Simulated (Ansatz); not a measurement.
# H4SSeSi: one species, many methods

How much do the methods differ for H4SSeSi? The plan is to run it at one geometry with functionals of several rungs and with coupled cluster, and see how far each lands from CCSD(T) at the basis-set limit for the atomisation energy.

Method: functionals in def2-TZVPP, the program's frozen cores in correlated methods; program: Ansatz 0.2.0, Gaussian basis.

The runs, in order: LDA (SPW92), PBE-D4, revPBE-D4, BLYP-D4, r2SCAN-D4, B97M-V, PBE0-D4, B3LYP-D4, r2SCANh-D4, r2SCAN0-D4, HSE06-D4, BHLYP-D4, CAM-B3LYP-D4, LC-ωPBE, ωB97X-V, ωB97M-V, B2PLYP, PBE-QIDH; CCSD(T)/def2-SVP; CCSD(T)/def2-TZVPP; MP2/def2-QZVPP; extrapolation to the limit; RPA on PBE.

### Step 1. The relaxed structure

The geometry comes from an earlier relaxation with PBE0-D4 in a triple-zeta def2 set; it is a stationary point, not always the lowest conformer.

SMILES `S[SiH2][SeH]`, 7 atoms, charge 0, spin multiplicity 1.

Atoms are counted from 1 here; the program's logs count them from 0.

Bond lengths: S1–Si2 2.128 Å, S1–H4 1.344 Å, Si2–Se3 2.280 Å, Si2–H5 1.484 Å, Si2–H6 1.482 Å, Se3–H7 1.470 Å. Angles: Si2–S1–H4 94.4°, S1–Si2–Se3 108.9°, S1–Si2–H5 113.1°, S1–Si2–H6 104.0°, Se3–Si2–H5 108.1°, Se3–Si2–H6 112.9°, H5–Si2–H6 109.9°, Si2–Se3–H7 92.5°.

Geometry (Å):

```xyz
7

S    -2.02010    0.11160   -0.52762
Si   -0.09868    0.36678    0.35074
Se    1.05410   -1.59325    0.18709
H    -1.53708   -0.22427   -1.73642
H     0.70416    1.42937   -0.30298
H    -0.39408    0.74805    1.75234
H     2.35297   -0.90628    0.23104
```

### Step 2. LDA

This LDA is Slater exchange with PW92 correlation.

Input file in.yaml:

```yaml
crystal:
  periodic: [false, false, false]
  atoms:
    - {symbol: S, position_ang: [-2.020096, 0.111597, -0.527617]}
    - {symbol: Si, position_ang: [-0.098678, 0.366780, 0.350742]}
    - {symbol: Se, position_ang: [1.054101, -1.593248, 0.187089]}
    - {symbol: H, position_ang: [-1.537079, -0.224272, -1.736418]}
    - {symbol: H, position_ang: [0.704156, 1.429370, -0.302978]}
    - {symbol: H, position_ang: [-0.394075, 0.748054, 1.752337]}
    - {symbol: H, position_ang: [2.352971, -0.906281, 0.231044]}
basis:
  gaussian: {orbitals: def2-TZVPP}
hamiltonian: {xc: lda}
output: {orbitals: {seedname: orbitals}}
```

The run is started by

```bash
> ansatz run in.yaml --threads 2 --pin off --events-out ev --progress --plain --max-ram 4352MiB
```

The runs that follow: PBE-D4 (GGA); revPBE-D4 (GGA); BLYP-D4 (GGA); r2SCAN-D4 (meta-GGA); B97M-V (meta-GGA); PBE0-D4 (hybrid); B3LYP-D4 (hybrid); r2SCANh-D4 (hybrid); r2SCAN0-D4 (hybrid); HSE06-D4 (hybrid); BHLYP-D4 (hybrid); CAM-B3LYP-D4 (range-separated); LC-ωPBE (range-separated); ωB97X-V (range-separated); ωB97M-V (range-separated); B2PLYP (double hybrid); PBE-QIDH (double hybrid); CCSD(T) in def2-SVP; CCSD(T) in def2-TZVPP; MP2 in def2-QZVPP; RPA on PBE orbitals.

Q: Predict the results of all the runs planned. Wanted: atomisation energy, CCSD(T)/CBS; farthest beyond LDA; mean size of error, GGA; mean size of error, meta-GGA; mean size of error, hybrid; mean size of error, range-separated; mean size of error, double hybrid; gap, smallest and largest; T1 diagnostic.

**Answer**, as computed:

```
                               quantity                                                    value
        atomisation energy, CCSD(T)/CBS                                            1987.6 kJ/mol
 functionals within 19.9 kJ/mol (1.0 %)  PBE-D4, r2SCAN-D4, B97M-V, r2SCANh-D4, ωB97X-V, ωB97M-V
                    farthest beyond LDA                                   LC-ωPBE (-64.8 kJ/mol)
                mean size of error, GGA                                              33.8 kJ/mol
           mean size of error, meta-GGA                                               4.3 kJ/mol
             mean size of error, hybrid                                              30.9 kJ/mol
    mean size of error, range-separated                                              27.3 kJ/mol
      mean size of error, double hybrid                                              46.1 kJ/mol
              gap, smallest and largest                    4.78 eV (BLYP-D4), 11.72 eV (LC-ωPBE)
                          T1 diagnostic                                                   0.0098
triples share of the correlation energy                                                    3.9 %
```

What this shows: The LDA atomisation energy is off by 247.4 kJ/mol (12 %): it overbinds. PBE-D4 is off by -12.1 kJ/mol. Double hybrids carry the basis error of their MP2 part in triple zeta, and no dispersion term here, so their miss is partly the set-up's. By mean error the best rung here is meta-GGA (4.3 kJ/mol) and the worst beyond LDA is double hybrid (46.1 kJ/mol). The reference freezes the cores and leaves out relativity and excitations past (T), and its outer-core shells are covered unevenly, so misses under about 19.9 kJ/mol can't be ranked. All levels share the lack of spin-orbit coupling, which lowers the free heavy atoms and so the true binding. Hartree-Fock recovers 71 % of the binding; the rest is correlation. CCSD(T) in def2-SVP is off by -187.1 kJ/mol, so the small basis spoils what the method gains. Orbital gaps span 4.8 to 11.7 eV; exact exchange widens them. Correlated methods include outer-core shells of Se, which these sets cover unevenly.
